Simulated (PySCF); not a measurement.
# C5H5FO: electronic excitations and core binding energies

Wanted: the electronic excitations and core binding energies of C5H5FO (`C=C/C=C\C(=O)F`), by calculation.

The runs use PySCF 2.14.0, with density-fitted response routines of our own; the level of theory stands in each step. All values are computed, except where a source is named. Atoms count from 0, in the outputs and in this text.

**1. The molecule as given**

12 atoms, charge 0, multiplicity 1; geometry from: GFN2-xTB.

Bonds of the start (Å): C0–C1 1.33, C1–C2 1.44, C2–C3 1.35, C3–C4 1.45, C4–O5 1.19, C4–F6 1.37, C0–H7 1.08, C0–H8 1.08, C1–H9 1.08, C2–H10 1.08, C3–H11 1.08.

**2. TDDFT and polarisability: PBE0/def2-SVPD**

Job settings and geometry (Å):

```
{"job": {"kind": "uv", "xc": "PBE0", "basis": "def2-SVPD", "nstates": 8, "ntriplets": 3}, "charge": 0, "multiplicity": 1}
C      2.185671     0.066362     0.776847
C      0.963792    -0.254043     0.350189
C      0.001791     0.747141    -0.023957
C     -1.251272     0.521892    -0.465025
C     -1.845300    -0.788177    -0.637906
O     -1.423524    -1.882246    -0.453497
F     -3.132405    -0.659718    -1.103542
H      2.904139    -0.684267     1.056536
H      2.505998     1.093143     0.859690
H      0.657064    -1.286112     0.272263
H      0.332231     1.775795     0.062876
H     -1.896987     1.349544    -0.720500
```

Method: TDDFT PBE0/def2-SVPD, vertical, gas phase, core orbitals frozen in the response.

The run is started by

```console
OMP_NUM_THREADS=1 python probes_run.py task.json out
```

The driver reads the jobs from task.json and runs them one after another.

What it wrote:

```text
coarse grid: 10704 points
cycle   1  E = -367.7217763836  dE =  1.050e+00  |g| = 8.392e-01  |ddm| = 5.884e+00
cycle   2  E = -367.3338982122  dE =  3.879e-01  |g| = 1.661e+00  |ddm| = 3.096e+00
cycle   3  E = -367.8500199148  dE = -5.161e-01  |g| = 2.370e-01  |ddm| = 2.314e+00
cycle   4  E = -367.8602056846  dE = -1.019e-02  |g| = 7.350e-02  |ddm| = 3.442e-01
cycle   5  E = -367.8610034444  dE = -7.978e-04  |g| = 2.161e-02  |ddm| = 8.805e-02
cycle   6  E = -367.8611106098  dE = -1.072e-04  |g| = 4.355e-03  |ddm| = 4.003e-02
cycle   7  E = -367.8611134865  dE = -2.877e-06  |g| = 2.135e-03  |ddm| = 9.229e-03
final grid: 105712 points
cycle   8  E = -367.9196037591  dE = -1.747e-05  |g| = 1.097e-02  |ddm| = 1.450e-01
cycle   9  E = -367.9195415712  dE =  6.219e-05  |g| = 2.076e-02  |ddm| = 4.172e-02
cycle  10  E = -367.9196285576  dE = -8.699e-05  |g| = 2.079e-03  |ddm| = 2.547e-02
cycle  11  E = -367.9196294777  dE = -9.201e-07  |g| = 4.076e-04  |ddm| = 3.076e-03
cycle  12  E = -367.9196295036  dE = -2.591e-08  |g| = 1.241e-04  |ddm| = 6.063e-04
cycle  13  E = -367.9196295063  dE = -2.716e-09  |g| = 4.109e-05  |ddm| = 2.317e-04
cycle  14  E = -367.9196295068  dE = -4.170e-10  |g| = 1.611e-05  |ddm| = 8.536e-05
converged SCF energy = -367.9196295068

Static polarisability (au): isotropic 71.086, principal 40.198 60.683 112.377

Singlet excitations
state   eV       nm        f      main configurations
  1   4.6421    267.1   0.00000   H-1->L 0.96
  2   4.9298    251.5   0.54917   H->L 0.97
  3   6.5127    190.4   0.02754   H-2->L 0.70, H->L+1 0.27
  4   6.6174    187.4   0.00077   H-3->L 0.92
  5   7.2224    171.7   0.00000   H-5->L 0.90
  6   7.2649    170.7   0.00027   H->L+2 0.96
  7   7.4003    167.5   0.18051   H->L+1 0.61, H-2->L 0.23, H-4->L 0.11
  8   7.5183    164.9   0.00038   H-1->L+1 0.74, H-6->L 0.12

Triplet excitations (Tamm-Dancoff, eV): 2.7024 4.2741 4.6551
```

Run time: 64 s. Hardware: 1 thread, shared host.

The orbitals next to the gap, with their largest atomic shares:

| orbital | eV | atoms |
| --- | --- | --- |
| HOMO−3 | -10.85 | C1 22 %, C0 18 %, C2 14 % |
| HOMO−2 | -10.05 | C1 24 %, C2 23 %, O5 15 % |
| HOMO−1 | -8.90 | O5 61 %, F6 11 %, C4 8 % |
| HOMO | -7.73 | C0 24 %, C3 24 %, C1 18 % |
| LUMO | -2.59 | C2 20 %, C0 19 %, C3 16 % |
| LUMO+1 | 0.17 | C1 26 %, C0 19 %, C4 13 % |
| LUMO+2 | 0.72 | C0 19 %, C2 18 %, H10 17 % |

With each of the 8 states as a Gaussian band of 0.4 eV half-width at 1/e, the curve within the window shown has maxima at 252 nm (ε 22,000), 168 nm (ε 7,300) L/(mol cm). Beyond the last state computed it falls off for lack of states. The curve at chosen wavelengths:

```json
{"nm": "159", "ε (L/mol/cm)": "2463"}
{"nm": "165", "ε (L/mol/cm)": "6568"}
{"nm": "171", "ε (L/mol/cm)": "6610"}
{"nm": "177", "ε (L/mol/cm)": "3222"}
{"nm": "183", "ε (L/mol/cm)": "1433"}
{"nm": "189", "ε (L/mol/cm)": "1223"}
{"nm": "195", "ε (L/mol/cm)": "1016"}
{"nm": "200", "ε (L/mol/cm)": "647"}
{"nm": "206", "ε (L/mol/cm)": "276"}
{"nm": "212", "ε (L/mol/cm)": "178"}
{"nm": "218", "ε (L/mol/cm)": "573"}
{"nm": "224", "ε (L/mol/cm)": "2086"}
{"nm": "230", "ε (L/mol/cm)": "5570"}
{"nm": "236", "ε (L/mol/cm)": "11115"}
{"nm": "242", "ε (L/mol/cm)": "17214"}
{"nm": "248", "ε (L/mol/cm)": "21406"}
{"nm": "254", "ε (L/mol/cm)": "22009"}
{"nm": "260", "ε (L/mol/cm)": "19191"}
{"nm": "266", "ε (L/mol/cm)": "14507"}
{"nm": "271", "ε (L/mol/cm)": "10446"}
{"nm": "277", "ε (L/mol/cm)": "6376"}
{"nm": "283", "ε (L/mol/cm)": "3539"}
{"nm": "289", "ε (L/mol/cm)": "1811"}
{"nm": "295", "ε (L/mol/cm)": "863"}
{"nm": "301", "ε (L/mol/cm)": "387"}
{"nm": "307", "ε (L/mol/cm)": "165"}
```

Ground-state properties from the same run:

| property | computed |
| --- | --- |
| dipole moment (D) | 4.05 |
| polarisability (Å³) | 10.53 |
| HOMO–LUMO gap (eV) | 5.14 |
| −ε(HOMO) (eV) | 7.73 |

**3. X-ray photoelectron lines: SCAN, X2C**

Same as in step 2 but for these lines:

```diff
@@ -1,2 +1,2 @@
-{"job": {"kind": "uv", "xc": "PBE0", "basis": "def2-SVPD", "nstates": 8, "ntriplets": 3}, "charge": 0, "multiplicity": 1}
+{"job": {"kind": "xps"}, "charge": 0, "multiplicity": 1}
 C      2.185671     0.066362     0.776847
```

With the program's defaults for keys left out, this is: delta-SCF UKS SCAN, pcX-2 on the ionised atom, pcseg-1 elsewhere, spin-free X2C.

What it wrote:

```text
ground state, core basis on atom 0 (C), 154 functions
  cycle   1  E = -368.45056150  |g| = 8.37e-01
  cycle   2  E = -367.89375280  |g| = 1.86e+00
  cycle   3  E = -368.55808067  |g| = 3.96e-01
  cycle   4  E = -368.58878411  |g| = 1.03e-01
  cycle   5  E = -368.59010898  |g| = 4.77e-02
  cycle   6  E = -368.59058974  |g| = 1.12e-02
  cycle   7  E = -368.59060318  |g| = 8.02e-03
  cycle   8  E = -368.59062139  |g| = 1.97e-03
  cycle   9  E = -368.59062168  |g| = 3.59e-04
  E(ground) = -368.59913624 Eh
hole in C 1s of atom 0
  cycle   1  E = -357.31610248  |g| = 1.51e+00
  cycle   2  E = -355.18926224  |g| = 2.19e+00
  cycle   3  E = -357.21329756  |g| = 1.11e+00
  cycle   4  E = -357.84729721  |g| = 3.66e-01
  cycle   5  E = -357.87932502  |g| = 2.56e-01
  cycle   6  E = -357.90557276  |g| = 1.03e-01
  cycle   7  E = -357.90920356  |g| = 3.04e-02
  cycle   8  E = -357.90963379  |g| = 1.62e-02
  cycle   9  E = -357.90979792  |g| = 8.06e-03
  cycle  10  E = -357.90989612  |g| = 5.09e-03
  cycle  11  E = -357.91000734  |g| = 4.23e-03
  cycle  12  E = -357.91010184  |g| = 3.07e-03
  cycle  13  E = -357.91014158  |g| = 1.79e-03
  cycle  14  E = -357.91014507  |g| = 7.15e-04
  cycle  15  E = -357.91014605  |g| = 4.74e-04
  E(ion) = -357.91785008 Eh   <S^2> = 0.8425   hole on atom = 1.000   binding energy = 290.653 eV
ground state, core basis on atom 1 (C), 154 functions
  cycle   1  E = -368.59097440  |g| = 6.27e-02
  cycle   2  E = -368.59001725  |g| = 6.50e-02
  cycle   3  E = -368.59065456  |g| = 4.31e-02
  cycle   4  E = -368.59119116  |g| = 1.23e-02
  cycle   5  E = -368.59123274  |g| = 2.29e-03
  cycle   6  E = -368.59123458  |g| = 6.71e-04
  cycle   7  E = -368.59123431  |g| = 3.21e-04
  E(ground) = -368.60029440 Eh
hole in C 1s of atom 1
  cycle   1  E = -357.31789198  |g| = 1.51e+00
  cycle   2  E = -354.63203723  |g| = 2.33e+00
  cycle   3  E = -357.02193826  |g| = 1.18e+00
  cycle   4  E = -357.85900271  |g| = 2.67e-01
  cycle   5  E = -357.86039858  |g| = 2.69e-01
  cycle   6  E = -357.88574787  |g| = 1.12e-01
  cycle   7  E = -357.89086525  |g| = 3.32e-02
  cycle   8  E = -357.89141057  |g| = 1.75e-02
  cycle   9  E = -357.89168829  |g| = 8.93e-03
  cycle  10  E = -357.89188175  |g| = 7.45e-03
  cycle  11  E = -357.89210826  |g| = 7.62e-03
  cycle  12  E = -357.89234509  |g| = 5.36e-03
  cycle  13  E = -357.89251910  |g| = 3.56e-03
  cycle  14  E = -357.89257430  |g| = 2.36e-03
  cycle  15  E = -357.89258675  |g| = 1.84e-03
  cycle  16  E = -357.89258803  |g| = 5.40e-04
  cycle  17  E = -357.89258868  |g| = 4.10e-04
  E(ion) = -357.90015623 Eh   <S^2> = 0.9060   hole on atom = 1.000   binding energy = 291.166 eV
ground state, core basis on atom 2 (C), 154 functions
  cycle   1  E = -368.59091979  |g| = 6.04e-02
  cycle   2  E = -368.59049663  |g| = 4.60e-02
  cycle   3  E = -368.59046329  |g| = 4.48e-02
  cycle   4  E = -368.59103069  |g| = 1.18e-02
  cycle   5  E = -368.59107396  |g| = 1.16e-03
  cycle   6  E = -368.59107351  |g| = 4.97e-04
  E(ground) = -368.59986276 Eh
hole in C 1s of atom 2
  cycle   1  E = -357.29352360  |g| = 1.51e+00
  cycle   2  E = -355.04828114  |g| = 2.37e+00
  cycle   3  E = -357.37809526  |g| = 1.02e+00
  cycle   4  E = -357.81266940  |g| = 4.00e-01
  cycle   5  E = -357.82226767  |g| = 3.63e-01
  cycle   6  E = -357.87134908  |g| = 1.07e-01
  cycle   7  E = -357.87526304  |g| = 3.48e-02
  cycle   8  E = -357.87569330  |g| = 2.82e-02
  cycle   9  E = -357.87638122  |g| = 1.22e-02
  cycle  10  E = -357.87670891  |g| = 8.55e-03
  cycle  11  E = -357.87698379  |g| = 6.90e-03
  cycle  12  E = -357.87722337  |g| = 5.58e-03
  cycle  13  E = -357.87730974  |g| = 3.22e-03
  cycle  14  E = -357.87736155  |g| = 1.61e-03
  cycle  15  E = -357.87736838  |g| = 7.48e-04
  cycle  16  E = -357.87736817  |g| = 4.63e-04
  E(ion) = -357.88470237 Eh   <S^2> = 0.9543   hole on atom = 1.000   binding energy = 291.574 eV
ground state, core basis on atom 3 (C), 154 functions
  cycle   1  E = -368.59134767  |g| = 6.16e-02
  cycle   2  E = -368.59079586  |g| = 5.20e-02
  cycle   3  E = -368.59093952  |g| = 4.46e-02
  cycle   4  E = -368.59149723  |g| = 1.11e-02
  cycle   5  E = -368.59153288  |g| = 2.50e-03
  cycle   6  E = -368.59153523  |g| = 3.92e-04
  E(ground) = -368.60054135 Eh
hole in C 1s of atom 3
  cycle   1  E = -357.31072662  |g| = 1.52e+00
  cycle   2  E = -355.87062430  |g| = 2.23e+00
  cycle   3  E = -357.64612602  |g| = 7.12e-01
  cycle   4  E = -357.77166021  |g| = 5.26e-01
  cycle   5  E = -357.88110977  |g| = 1.95e-01
  cycle   6  E = -357.89408024  |g| = 7.60e-02
  cycle   7  E = -357.89607834  |g| = 2.91e-02
  cycle   8  E = -357.89652848  |g| = 9.49e-03
  cycle   9  E = -357.89657248  |g| = 5.17e-03
  cycle  10  E = -357.89658994  |g| = 2.38e-03
  cycle  11  E = -357.89659676  |g| = 1.29e-03
  cycle  12  E = -357.89660079  |g| = 5.40e-04
  cycle  13  E = -357.89660125  |g| = 4.57e-04
  E(ion) = -357.90532301 Eh   <S^2> = 0.7812   hole on atom = 1.000   binding energy = 291.032 eV
ground state, core basis on atom 4 (C), 154 functions
  cycle   1  E = -368.59759832  |g| = 6.18e-02
  cycle   2  E = -368.59679782  |g| = 5.82e-02
  cycle   3  E = -368.59706270  |g| = 4.88e-02
  cycle   4  E = -368.59776735  |g| = 7.70e-03
  cycle   5  E = -368.59778100  |g| = 1.61e-03
  cycle   6  E = -368.59778127  |g| = 6.02e-04
  cycle   7  E = -368.59778310  |g| = 1.95e-04
  E(ground) = -368.60659942 Eh
hole in C 1s of atom 4
  cycle   1  E = -357.19373133  |g| = 1.50e+00
  cycle   2  E = -351.56554309  |g| = 3.28e+00
  cycle   3  E = -354.21455808  |g| = 2.12e+00
  cycle   4  E = -357.57966083  |g| = 6.42e-01
  cycle   5  E = -357.60844433  |g| = 4.39e-01
  cycle   6  E = -357.70031902  |g| = 2.94e-01
  cycle   7  E = -357.72706412  |g| = 2.37e-01
  cycle   8  E = -357.74922380  |g| = 7.20e-02
  cycle   9  E = -357.75194179  |g| = 2.86e-02
  cycle  10  E = -357.75233821  |g| = 1.15e-02
  cycle  11  E = -357.75242352  |g| = 3.10e-03
  cycle  12  E = -357.75243203  |g| = 1.80e-03
  cycle  13  E = -357.75243625  |g| = 8.99e-04
  cycle  14  E = -357.75243809  |g| = 6.17e-04
  cycle  15  E = -357.75243833  |g| = 4.23e-04
  E(ion) = -357.76127381 Eh   <S^2> = 0.8102   hole on atom = 1.000   binding energy = 295.116 eV
ground state, core basis on atom 5 (O), 154 functions
  cycle   1  E = -368.61757707  |g| = 1.01e-01
  cycle   2  E = -368.61543713  |g| = 1.16e-01
  cycle   3  E = -368.61679642  |g| = 7.88e-02
  cycle   4  E = -368.61792620  |g| = 9.16e-03
  cycle   5  E = -368.61794191  |g| = 1.63e-03
  cycle   6  E = -368.61794262  |g| = 6.97e-04
  cycle   7  E = -368.61794349  |g| = 3.15e-04
  E(ground) = -368.62350025 Eh
hole in O 1s of atom 5
  cycle   1  E = -348.00342121  |g| = 2.22e+00
  cycle   2  E = -347.10284139  |g| = 2.34e+00
  cycle   3  E = -348.55703985  |g| = 7.02e-01
  cycle   4  E = -348.53078540  |g| = 6.88e-01
  cycle   5  E = -348.82448487  |g| = 1.68e-01
  cycle   6  E = -348.83496355  |g| = 1.35e-01
  cycle   7  E = -348.84352493  |g| = 2.88e-02
  cycle   8  E = -348.84386897  |g| = 1.10e-02
  cycle   9  E = -348.84393224  |g| = 3.52e-03
  cycle  10  E = -348.84393926  |g| = 1.09e-03
  cycle  11  E = -348.84393957  |g| = 6.74e-04
  cycle  12  E = -348.84393958  |g| = 4.83e-04
  E(ion) = -348.85130194 Eh   <S^2> = 0.7656   hole on atom = 1.000   binding energy = 538.029 eV
ground state, core basis on atom 6 (F), 154 functions
  cycle   1  E = -368.63199101  |g| = 1.47e-01
  cycle   2  E = -368.62215424  |g| = 2.47e-01
  cycle   3  E = -368.63273711  |g| = 6.87e-02
  cycle   4  E = -368.63362986  |g| = 5.87e-03
  cycle   5  E = -368.63363789  |g| = 2.80e-03
  cycle   6  E = -368.63363992  |g| = 1.02e-03
  cycle   7  E = -368.63364084  |g| = 2.00e-04
  E(ground) = -368.64451896 Eh
hole in F 1s of atom 6
  cycle   1  E = -342.26750632  |g| = 2.59e+00
  cycle   2  E = -341.66808133  |g| = 2.41e+00
  cycle   3  E = -342.69572174  |g| = 9.89e-01
  cycle   4  E = -342.93654634  |g| = 7.56e-01
  cycle   5  E = -343.14162267  |g| = 2.39e-01
  cycle   6  E = -343.16522886  |g| = 1.42e-01
  cycle   7  E = -343.17512484  |g| = 6.30e-02
  cycle   8  E = -343.17741274  |g| = 1.38e-02
  cycle   9  E = -343.17748927  |g| = 8.17e-03
  cycle  10  E = -343.17752951  |g| = 1.64e-03
  cycle  11  E = -343.17753060  |g| = 6.13e-04
  cycle  12  E = -343.17753091  |g| = 2.28e-04
  E(ion) = -343.19505838 Eh   <S^2> = 0.7579   hole on atom = 1.000   binding energy = 692.515 eV
```

Run time: 3.6 min. Hardware: 1 thread, shared host.

The holes in one table. −ε is the ground-state orbital energy:

| hole | stands for | environment | ΔSCF (eV) | −ε (eV) | ⟨S²⟩ |
| --- | --- | --- | --- | --- | --- |
| C1s on C0 | C0 | terminal =CH2 carbon | 290.65 | 274.4 | 0.843 |
| C1s on C1 | C1 | alkene CH | 291.17 (doubtful) | 274.4 | 0.906 |
| C1s on C2 | C2 | β carbon of a C=C–C=O unit | 291.57 (doubtful) | 275.1 | 0.954 |
| C1s on C3 | C3 | α carbon of a C=C–C=O unit | 291.03 | 274.6 | 0.781 |
| C1s on C4 | C4 | carbonyl carbon | 295.12 | 278.0 | 0.810 |
| O1s on O5 | O5 | carbonyl oxygen | 538.03 | 516.9 | 0.766 |
| F1s on F6 | F6 | fluorine bonded to C | 692.52 | 667.0 | 0.758 |

Doubtful: the ion did not converge, its hole moved, or its ⟨S²⟩ is well above 0.75.

**4. Outcome**

| quantity | value |
| --- | --- |
| lowest singlet (PBE0/def2-SVPD) | 4.64 eV (267 nm), f = 0.000 |
| brightest single state of those computed | state 2, 4.93 eV, f = 0.549 |
| lowest triplet | 2.70 eV |
| C1s binding energies, SCAN/pcX-2 (standing for 3 of 5 atoms) | C4 295.12, C3 291.03, C0 290.65 eV |
| O1s binding energies, SCAN/pcX-2 | O5 538.03 eV |
| F1s binding energies, SCAN/pcX-2 | F6 692.52 eV |

The lowest singlet, at 4.64 eV, is HOMO−1→LUMO 0.96 and is dark; of the 8 states computed, the strongest absorption comes from state 2 at 4.93 eV. The lowest triplet lies 1.94 eV below the lowest singlet (triplets in Tamm-Dancoff, singlets in full TDDFT). The C1s levels kept as sound span 4.46 eV, from C0 (terminal =CH2 carbon) up to C4 (carbonyl carbon). Only 3 of the 5 C atoms are covered by sound results.
